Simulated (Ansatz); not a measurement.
# C2H8ClNSi2: a ladder of functionals and wavefunction methods

An exercise on one series of results from a longer session: the logs are not shown, and one member is left open.

Computed with Ansatz 0.2.0, Gaussian basis. Level: functionals in def2-TZVPP, the program's frozen cores in correlated methods.

Plan: PBE-D4, r2SCAN-D4, PBE0-D4, B3LYP-D4, ωB97X-V, ωB97M-V, B2PLYP; CCSD(T)/def2-TZVPP; MP2/def2-QZVPP; extrapolation to the limit.

## The geometry

The geometry comes from an earlier relaxation with PBE0-D4 in a triple-zeta def2 set; it is a stationary point, not always the lowest conformer.

14 atoms, charge 0, spin multiplicity 1.

Atoms are counted from 1 here; the program's logs count them from 0.

Bond lengths: C1–C2 1.333 Å, C1–H7 1.081 Å, C1–H8 1.085 Å, C2–N3 1.400 Å, C2–H9 1.087 Å, N3–Si4 1.752 Å, N3–Si5 1.733 Å, Si4–H10 1.485 Å, Si4–H11 1.483 Å, Si4–H12 1.483 Å, Si5–Cl6 2.054 Å, Si5–H13 1.480 Å, Si5–H14 1.480 Å. Angles: C2–C1–H7 119.6°, C2–C1–H8 123.7°, H7–C1–H8 116.7°, C1–C2–N3 126.6°, C1–C2–H9 119.1°, N3–C2–H9 114.3°, C2–N3–Si4 119.6°, C2–N3–Si5 116.9°, Si4–N3–Si5 123.5°, N3–Si4–H10 105.3°, N3–Si4–H11 111.6°, N3–Si4–H12 111.6°, H10–Si4–H11 109.6°, H10–Si4–H12 109.6°, H11–Si4–H12 109.1°, N3–Si5–Cl6 106.6°, N3–Si5–H13 111.6°, N3–Si5–H14 111.6° and more.

Set-up of the first run:

Input file in.yaml:

```yaml
crystal:
  periodic: [false, false, false]
  atoms:
    - {symbol: C, position_ang: [1.216160, -1.759133, -0.617616]}
    - {symbol: C, position_ang: [0.469798, -0.708826, -0.957664]}
    - {symbol: N, position_ang: [-0.141621, 0.197698, -0.084018]}
    - {symbol: Si, position_ang: [-1.084554, 1.523767, -0.733478]}
    - {symbol: Si, position_ang: [0.090350, -0.070669, 1.612029]}
    - {symbol: Cl, position_ang: [-0.930201, 1.421415, 2.586629]}
    - {symbol: H, position_ang: [1.635846, -2.389058, -1.389144]}
    - {symbol: H, position_ang: [1.437402, -2.032509, 0.408799]}
    - {symbol: H, position_ang: [0.295697, -0.502803, -2.010160]}
    - {symbol: H, position_ang: [-1.015229, 1.366924, -2.208439]}
    - {symbol: H, position_ang: [-0.517653, 2.838430, -0.346122]}
    - {symbol: H, position_ang: [-2.498903, 1.456290, -0.292206]}
    - {symbol: H, position_ang: [-0.474960, -1.369328, 2.041331]}
    - {symbol: H, position_ang: [1.517870, 0.027822, 1.990048]}
basis:
  gaussian: {orbitals: def2-TZVPP}
hamiltonian: {xc: pbe, dispersion: d4}
output: {forces: true, orbitals: {seedname: orbitals}}
```

Run with:

```bash
ansatz run in.yaml --threads 2 --pin off --events-out ev --progress --plain --max-ram 22528MiB --backend cuda --devices 0, --max-vram 18GiB
```

Steps of the session up to this table: PBE-D4 (GGA); r2SCAN-D4 (meta-GGA); PBE0-D4 (hybrid); B3LYP-D4 (hybrid); ωB97X-V (range-separated); ωB97M-V (range-separated); B2PLYP (double hybrid); CCSD(T) in def2-TZVPP; MP2 in def2-QZVPP.

One table of the session follows, with a row left open; its other results are not shown here.

It belongs to the step «Atomisation energies». 

| method | atomisation energy (kJ/mol) |
| --- | --- |
| PBE-D4 | 5061.7 |
| r2SCAN-D4 | ? |
| PBE0-D4 | 5002.4 |
| B3LYP-D4 | 5014.0 |
| ωB97X-V | 5038.0 |
| ωB97M-V | 5031.4 |
| B2PLYP | 4946.7 |
| HF/def2-TZVPP | 3689.0 |
| MP2/def2-TZVPP | 4931.0 |
| CCSD/def2-TZVPP | 4800.4 |
| CCSD(T)/def2-TZVPP | 4872.3 |
| MP2/CBS | 5071.4 |
| CCSD(T)/CBS | 5012.8 |

Q: Estimate the row for r2SCAN-D4 from the others.

**Answer.** atomisation energy (kJ/mol): 5010.0. In the column «atomisation energy (kJ/mol)» it lies between PBE0-D4 (5002.4) and CCSD(T)/CBS (5012.8).

Limits of these values: Free atoms (2 C, 1 N, 2 Si, 1 Cl, 8 H) were run apart at each level; the atomisation energy is their sum less the molecule, without zero-point or spin-orbit terms.
